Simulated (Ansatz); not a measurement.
Geometry optimisation, Ansatz, DFT PBE-D3(BJ), scalar-relativistic, plane waves, PAW.

input.yaml

```yaml
crystal:
  lattice:
    - [5.634881, 0.0, 0.0]
    - [-2.81744, 5.455453, 0.0]
    - [0.0, 0.0, 16.474762]
  atoms:
    - { symbol: Zn, position: [0.3333333, 0.0, 0.0606989] }
    - { symbol: Zn, position: [0.4388929, 0.5444525, 0.1078212] }
    - { symbol: O, position: [0.1593142, 0.6519617, 0.0967004] }
    - { symbol: O, position: [0.2648738, 0.1964143, 0.1438227] }
    - { symbol: Zn, position: [0.8777859, 0.0889051, 0.1549436] }
    - { symbol: Zn, position: [0.9833455, 0.6333576, 0.2020659] }
    - { symbol: O, position: [0.7037668, 0.7408668, 0.190945] }
    - { symbol: O, position: [0.8093264, 0.2853194, 0.2380674] }
    - { symbol: Zn, position: [0.4222384, 0.1778102, 0.2491882] }
    - { symbol: Zn, position: [0.527798, 0.7222627, 0.2963106] }
    - { symbol: O, position: [0.2482193, 0.8297719, 0.2851897] }
    - { symbol: O, position: [0.3537789, 0.3742245, 0.332312] }
    - { symbol: Ge, position: [0.7020931, 0.6394042, 0.4245744] }
    - { symbol: H, position: [0.5210482, 0.4178223, 0.4824811] }
    - { symbol: H, position: [0.883138, 0.8609861, 0.4824811] }
basis:
  ecutwfc: 420.0
kpoints:
  mp_grid: { grid: [2, 2, 1] }
hamiltonian:
  xc: pbe
  dispersion: d3bj
  pseudopotentials: { kind: paw, azcp: { folder: soft_1 } }
scf:
  occupations: { method: fermi_dirac, width: 0.05 }
  lower_state_search: "off"
relax:
  f_tol: 0.03
  max_steps: 60
  adjacent_minimum: "off"
  constraints: [{ sites: [0] }]
```

Launched with:

```bash
$ ansatz run input.yaml --threads 2 --pin off --max-ram 5120MiB --backend cpu --events-out ev --progress --plain --runs-dir out
```

Where does it end, and by what steps?

The forces met the threshold. The force dipped under the threshold on the way, but the program's further checks kept it going. Limits of this set-up: coarse k mesh, thin slab, slab without dipole correction. After 31 steps the energy has fallen by 4.400 eV; Zn10 moved furthest, 2.14 Å. Parted: O7–Zn10 (1.98 → 4.53 Å). Joined: Zn1–Zn5 (3.25 → 2.71 Å), Zn1–Zn6 (3.21 → 2.76 Å), Zn1–O8 (3.81 → 2.15 Å), Zn1–Zn9 (3.25 → 2.65 Å), Zn2–Zn6 (3.25 → 2.73 Å), O12–Ge13 (2.43 → 1.89 Å).

| step | energy less start (eV) | largest force component (eV/Å) | accepted |
| --- | --- | --- | --- |
| 0 | 0.0000 | 1.676 | yes |
| 2 | -1.5743 | 0.965 | yes |
| 4 | -2.4970 | 0.886 | yes |
| 6 | -2.9398 | 0.371 | yes |
| 8 | -3.1827 | 0.346 | yes |
| 10 | -3.3049 | 0.242 | yes |
| 12 | -3.5846 | 0.533 | yes |
| 14 | -3.9814 | 0.742 | yes |
| 16 | -4.2149 | 0.323 | yes |
| 18 | -4.3334 | 0.229 | yes |
| 20 | -4.3845 | 0.112 | yes |
| 22 | -4.3933 | 0.043 | yes |
| 24 | -4.3958 | 0.043 | yes |
| 26 | -4.3978 | 0.041 | yes |
| 28 | -4.3989 | 0.019 | yes |
| 30 | -4.3994 | 0.022 | yes |
| 31 | -4.3996 | 0.016 | yes |

```xyz
15
Lattice="5.6349 0.0000 0.0000 -2.8174 5.4555 0.0000 0.0000 0.0000 16.4748" Properties=species:S:1:pos:R:3
Zn 1.878 0.000 1.000
Zn 0.453 2.804 0.989
O -0.990 3.757 0.287
O 0.454 1.067 1.713
Zn 4.443 0.070 1.881
Zn 3.547 3.128 1.935
O 1.945 3.863 1.249
O 3.078 1.247 2.281
Zn 1.508 0.706 3.528
Zn -0.900 2.861 4.679
O -1.130 4.244 3.327
O 0.976 2.118 4.698
Ge 2.436 2.737 5.728
H 2.236 1.951 7.060
H 1.968 4.199 6.025
```

Whether the end is a true minimum wasn't checked by a vibrational analysis.

Run time: 2.8 min on 2 threads of Arm Neoverse V1 (shared host), peak memory 0.9 GiB.
